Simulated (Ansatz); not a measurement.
**C3H15Ge2NSi: a ladder of functionals and wavefunction methods**

The task here is to estimate one member of a computed series from the others.

Program: Ansatz 0.2.0, Gaussian basis. Level of theory: functionals in def2-TZVPP, the program's frozen cores in correlated methods. These are calculated values, not measurements.

The runs, in order: LDA (SPW92), PBE-D4, revPBE-D4, BLYP-D4, r2SCAN-D4, B97M-V, PBE0-D4, B3LYP-D4, r2SCANh-D4, r2SCAN0-D4, HSE06-D4, BHLYP-D4, CAM-B3LYP-D4, LC-ωPBE, ωB97X-V, ωB97M-V, B2PLYP, PBE-QIDH; CCSD(T)/def2-SVP; CCSD(T)/def2-TZVPP; MP2/def2-QZVPP; extrapolation to the limit; RPA on PBE.

**The relaxed structure**

An earlier PBE0-D4 in a triple-zeta def2 set relaxation fixed the geometry.

SMILES `C[N](C)[Ge]([CH3])([SiH3])[GeH3]`, 22 atoms, charge 0, spin multiplicity 1.

Atoms are counted from 1 here; the program's logs count them from 0.

Bond lengths: C1–N2 1.443 Å, C1–H8 1.093 Å, C1–H9 1.097 Å, C1–H10 1.104 Å, N2–C3 1.444 Å, N2–Ge4 1.857 Å, C3–H11 1.104 Å, C3–H12 1.097 Å, C3–H13 1.092 Å, Ge4–C5 1.958 Å, Ge4–Si6 2.388 Å, Ge4–Ge7 2.450 Å, C5–H14 1.091 Å, C5–H15 1.091 Å, C5–H16 1.091 Å, Si6–H17 1.488 Å, Si6–H18 1.489 Å, Si6–H19 1.488 Å and more. Angles: N2–C1–H8 110.8°, N2–C1–H9 109.9°, N2–C1–H10 113.7°, H8–C1–H9 107.4°, H8–C1–H10 107.7°, H9–C1–H10 107.2°, C1–N2–C3 111.8°, C1–N2–Ge4 116.5°, C3–N2–Ge4 116.1°, N2–C3–H11 113.5°, N2–C3–H12 109.8°, N2–C3–H13 110.8°, H11–C3–H12 107.2°, H11–C3–H13 107.9°, H12–C3–H13 107.3°, N2–Ge4–C5 107.1°, N2–Ge4–Si6 107.7°, N2–Ge4–Ge7 111.4° and more.

Set-up of the first run:

The input, in.yaml:

```yaml
crystal:
  periodic: [false, false, false]
  atoms:
    - {symbol: C, position_ang: [-1.098231, -0.499859, 1.891360]}
    - {symbol: N, position_ang: [-1.089481, 0.284035, 0.679545]}
    - {symbol: C, position_ang: [-2.311853, 0.122690, -0.072129]}
    - {symbol: Ge, position_ang: [0.484905, 0.268163, -0.306007]}
    - {symbol: C, position_ang: [0.305231, 1.631375, -1.700431]}
    - {symbol: Si, position_ang: [2.278979, 0.786068, 1.181751]}
    - {symbol: Ge, position_ang: [0.867222, -1.915713, -1.347488]}
    - {symbol: H, position_ang: [-0.184923, -0.331988, 2.468238]}
    - {symbol: H, position_ang: [-1.943990, -0.201233, 2.522622]}
    - {symbol: H, position_ang: [-1.188836, -1.585622, 1.716085]}
    - {symbol: H, position_ang: [-2.497733, -0.916757, -0.393894]}
    - {symbol: H, position_ang: [-3.168416, 0.430618, 0.539958]}
    - {symbol: H, position_ang: [-2.304674, 0.754255, -0.963050]}
    - {symbol: H, position_ang: [1.264410, 1.778893, -2.198933]}
    - {symbol: H, position_ang: [-0.428587, 1.330806, -2.449254]}
    - {symbol: H, position_ang: [-0.009127, 2.574232, -1.250178]}
    - {symbol: H, position_ang: [2.534307, -0.330608, 2.131289]}
    - {symbol: H, position_ang: [3.513067, 1.003694, 0.378294]}
    - {symbol: H, position_ang: [1.992378, 2.020071, 1.962621]}
    - {symbol: H, position_ang: [-0.216740, -2.237295, -2.395104]}
    - {symbol: H, position_ang: [0.861601, -3.046765, -0.302673]}
    - {symbol: H, position_ang: [2.230893, -1.949159, -2.064021]}
basis:
  gaussian: {orbitals: def2-TZVPP}
hamiltonian: {xc: lda}
output: {orbitals: {seedname: orbitals}}
```

Started as:

```sh
> ansatz run in.yaml --threads 4 --pin off --events-out ev --progress --plain --max-ram 66560MiB --backend cuda --devices 0, --max-vram 37GiB
```

Among the steps run: LDA; PBE-D4 (GGA); revPBE-D4 (GGA); BLYP-D4 (GGA); r2SCAN-D4 (meta-GGA); B97M-V (meta-GGA); PBE0-D4 (hybrid); B3LYP-D4 (hybrid); r2SCANh-D4 (hybrid); r2SCAN0-D4 (hybrid); HSE06-D4 (hybrid); BHLYP-D4 (hybrid); CAM-B3LYP-D4 (range-separated); LC-ωPBE (range-separated); ωB97X-V (range-separated); ωB97M-V (range-separated); B2PLYP (double hybrid); PBE-QIDH (double hybrid).

One table of the session follows, with a row left open; its other results are not shown here.

It belongs to the step «Orbital energies across the functionals». 

| functional | HOMO (eV) | gap (eV) |
| --- | --- | --- |
| LDA (SPW92) | ? | ? |
| PBE-D4 | -4.86 | 4.02 |
| revPBE-D4 | -4.81 | 4.08 |
| BLYP-D4 | -4.75 | 4.07 |
| r2SCAN-D4 | -5.08 | 4.45 |
| B97M-V | -5.27 | 4.48 |
| PBE0-D4 | -6.08 | 6.03 |
| B3LYP-D4 | -5.89 | 5.66 |
| r2SCANh-D4 | -5.54 | 5.19 |
| r2SCAN0-D4 | -6.24 | 6.30 |
| HSE06-D4 | -5.69 | 5.27 |
| BHLYP-D4 | -7.23 | 8.05 |
| CAM-B3LYP-D4 | -7.37 | 8.34 |
| LC-ωPBE | -8.62 | 10.65 |
| ωB97X-V | -8.34 | 10.23 |
| ωB97M-V | -8.25 | 9.88 |

Q: Estimate the row for LDA (SPW92) from the others.

As computed: HOMO (eV): -4.96; gap (eV): 3.91. In the column «HOMO (eV)» it lies between r2SCAN-D4 (-5.08) and PBE-D4 (-4.86).
